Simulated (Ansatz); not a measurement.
# BLYP/def2-SVP (core potential) run of InPH6 (SMILES [PH3+][InH3-])

What is the vertical ionisation energy of InPH6 at BLYP/def2-SVP (core potential)? 

Program for the calculation: Ansatz 0.2.0.

50 further runs of the same task are left out: 3 that didn't finish, 47 set aside as unsound or not needed.

### 1 Starting point

InPH6: 8 atoms, total charge 0, spin state singlet. As SMILES, `[PH3+][InH3-]`. The shape is that of a PBE0-D4/def2-TZVP optimisation.

Bond lengths: P1–In2 2.782 Å, P1–H3 1.411 Å, P1–H4 1.411 Å, P1–H5 1.411 Å, In2–H6 1.731 Å, In2–H7 1.731 Å, In2–H8 1.731 Å. Some angles: P1–In2–H6 95.3°, P1–In2–H7 95.1°, P1–In2–H8 95.2°, In2–P1–H3 119.8°, In2–P1–H4 119.6°, In2–P1–H5 119.7°, H6–In2–H7 119.2°, H6–In2–H8 119.2°, H7–In2–H8 119.2°, H3–P1–H4 97.6°.

### 2 The energy at BLYP/def2-SVP (core potential)

run.yaml reads:

```yaml
crystal:
  periodic: [false, false, false]
  atoms:
    - {symbol: P, position_ang: [-0.593300, 0.062600, -1.026600]}
    - {symbol: In, position_ang: [0.822000, -0.099900, 1.362800]}
    - {symbol: H, position_ang: [-1.997500, -0.077200, -1.021800]}
    - {symbol: H, position_ang: [-0.318900, -0.855700, -2.062100]}
    - {symbol: H, position_ang: [-0.526800, 1.240500, -1.800800]}
    - {symbol: H, position_ang: [0.023300, 1.240800, 2.111900]}
    - {symbol: H, position_ang: [2.376100, 0.140700, 0.638900]}
    - {symbol: H, position_ang: [0.307400, -1.708800, 1.741800]}
basis:
  gaussian: {orbitals: def2-SVP}
hamiltonian: {xc: {name: BLYP}}
accuracy: high
output: {orbitals: {seedname: orbitals}}
```

Command:

```
$ ansatz run run.yaml --threads 1 --pin off --max-ram 3480MiB --events-out events.jsonl --progress --plain --runs-dir runs
```

Log:

```text
Warning: RAYON_NUM_THREADS=1 ignored (pool sized by the plan → 1); use --threads N
Functional definition: BLYP
  name "BLYP"
  parameter beta = 0.0042
  parameter a = 0.04918
  parameter b = 0.132
  parameter c = 0.2533
  parameter d = 0.349
  exchange = b88_x(beta = beta)
  correlation = lyp_c(a = a, b = b, c = c, d = d)
1767 factors; integrals over basis functions are off by at most 4.0e-9 eV
mean field evaluation 1: about -14552.5772 eV, gradient 2.0e1 eV
mean field evaluation 2: about -14553.3973 eV, gradient 1.4e1 eV
mean field evaluation 4: about -14554.1308 eV, gradient 4.0e-1 eV
mean field evaluation 8: about -14554.1262 eV, gradient 4.5e-2 eV
mean field evaluation 16: about -14554.1262 eV, gradient 1.3e-6 eV
mean field -14554.12623202 eV, -534.8542738857 hartree, gradient 4.0e-8 eV, S^2 0.000000; 0 other end points of the search recorded, 0 dependent functions left out
reference -14554.12629223 eV, -534.8542760984 hartree; 21, 21 occupied and 53, 53 virtual orbitals, 1767 factors
Total energy: -14554.12629223 eV, -534.8542760984 hartree
```

Wall time 5.4 s (1 thread of Intel Xeon Platinum 8488C (Sapphire Rapids), shared host); peak memory 0.21 GiB.

### 3 The doublet cation, same level

in.yaml reads:

```yaml
crystal:
  periodic: [false, false, false]
  atoms:
    - {symbol: P, position_ang: [-0.593300, 0.062600, -1.026600]}
    - {symbol: In, position_ang: [0.822000, -0.099900, 1.362800]}
    - {symbol: H, position_ang: [-1.997500, -0.077200, -1.021800]}
    - {symbol: H, position_ang: [-0.318900, -0.855700, -2.062100]}
    - {symbol: H, position_ang: [-0.526800, 1.240500, -1.800800]}
    - {symbol: H, position_ang: [0.023300, 1.240800, 2.111900]}
    - {symbol: H, position_ang: [2.376100, 0.140700, 0.638900]}
    - {symbol: H, position_ang: [0.307400, -1.708800, 1.741800]}
basis:
  gaussian:
    orbitals: def2-SVP
magnetization:
  spin_polarized: true
  initial_magnetization: 1
output:
  orbitals: {seedname: orbitals}
total_charge: 1
hamiltonian:
  xc: {name: BLYP}
accuracy: high
```

Command:

```
$ ansatz run in.yaml --threads 1 --pin off --max-ram 3480MiB --events-out events.jsonl --progress --plain --runs-dir runs
```

Log:

```text
Warning: RAYON_NUM_THREADS=1 ignored (pool sized by the plan → 1); use --threads N
Functional definition: BLYP
  name "BLYP"
  parameter beta = 0.0042
  parameter a = 0.04918
  parameter b = 0.132
  parameter c = 0.2533
  parameter d = 0.349
  exchange = b88_x(beta = beta)
  correlation = lyp_c(a = a, b = b, c = c, d = d)
1767 factors; integrals over basis functions are off by at most 4.0e-9 eV
mean field evaluation 1: about -14542.1251 eV, gradient 1.9e1 eV
mean field evaluation 2: about -14536.3215 eV, gradient 2.9e1 eV
mean field evaluation 4: about -14543.5794 eV, gradient 9.7e0 eV
mean field evaluation 8: about -14544.4507 eV, gradient 5.2e0 eV
mean field evaluation 16: about -14544.8169 eV, gradient 5.9e-4 eV
mean field evaluation 32: about -14544.8160 eV, gradient 6.8e-2 eV
mean field evaluation 64: about -14544.6050 eV, gradient 2.1e0 eV
mean field -14544.81691637 eV, -534.5121628456 hartree, gradient 1.5e-8 eV, S^2 0.758187; 6 other end points of the search recorded, 0 dependent functions left out
reference -14544.81697659 eV, -534.5121650587 hartree; 21, 20 occupied and 53, 54 virtual orbitals, 1767 factors
Total energy: -14544.81697659 eV, -534.5121650587 hartree
```

Wall time 19 s (1 thread of Intel Xeon Platinum 8488C (Sapphire Rapids), shared host); peak memory 0.28 GiB.

### 4 Summary of results

At BLYP/def2-SVP (core potential):

| quantity | value |
| --- | --- |
| singlet InPH6: total energy | -534.85428 Eh |
| singlet InPH6: HOMO energy | -6.21 eV |
| singlet InPH6: LUMO energy | -0.93 eV |
| singlet InPH6: HOMO–LUMO gap | 5.29 eV |
| doublet cation: total energy | -534.51217 Eh |
| doublet cation: HOMO energy (highest over α and β) | -12.13 eV |
| doublet cation: ⟨S²⟩ | 0.758 |
| vertical ionisation energy (to the doublet cation) | 9.309 eV |

**Reading.** The vertical ionisation energy comes to 9.31 eV (215 kcal/mol). The negative HOMO energy of the first species, 6.21 eV, lies 3.10 eV below that difference.
